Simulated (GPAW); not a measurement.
Crystal: Ti3Se.

```
Se Ti
1.0
     3.19745    0.00000    0.00000
    -1.59872    2.76907    0.00000
     0.00000    0.00000    7.94275
Se Ti
1 3
Cartesian
  0.0000 0.0000 0.0000
  1.5987 0.9230 3.9714
  0.0000 1.8460 6.1390
  0.0000 1.8460 1.8038
```

The cell comes from a database or a generator and needn't be the stable form of this composition.

| Item | Value |
| --- | --- |
| Program | GPAW 26.7.0 |
| Task | single point |
| Functional | PBEsol |
| Potentials or basis | PAW data sets generated in the run's folder for this functional |
| Cutoff | 600 eV |
| Basis | pw |
| k mesh | 10 × 10 × 4 |
| Occupations | fermi-dirac, width 0.05 eV |
| Spin | no spin polarisation |

On this cell: pressure -4.7 GPa; largest force 0.074 eV/Å; band gap on the k mesh none (metal or under the smearing width).

The same run follows on a disturbed copy (atoms moved at random, drawn with an rms of 0.05 Å):

```xyz
4
Lattice="3.1974 0.0000 0.0000 -1.5987 2.7691 0.0000 0.0000 0.0000 7.9427" Properties=species:S:1:pos:R:3 pbc="T T T"
Se   -0.0140    0.0179    0.0289
Ti    1.5377    0.9292    3.9434
Ti   -0.0048    1.8907    6.1834
Ti   -0.0237    1.8698    1.7770
```

Question: What does the disturbed cell give?

Answer: The energy (extrapolated to zero smearing) moves by +5.8 meV/atom; pressure -4.1 GPa; largest force 0.391 eV/Å; band gap on the k mesh none (metal or under the smearing width).

Forces in eV/Å, atoms in the order of the input:
```
Se  -0.001  0.120 -0.252
Ti   0.098  0.060  0.303
Ti  -0.105 -0.148 -0.347
Ti   0.007 -0.032  0.295
```

Stress tensor (GPa, compression positive):
```
-4.18 -0.44  0.23
-0.44 -4.02  0.20
 0.23  0.20 -3.99
```
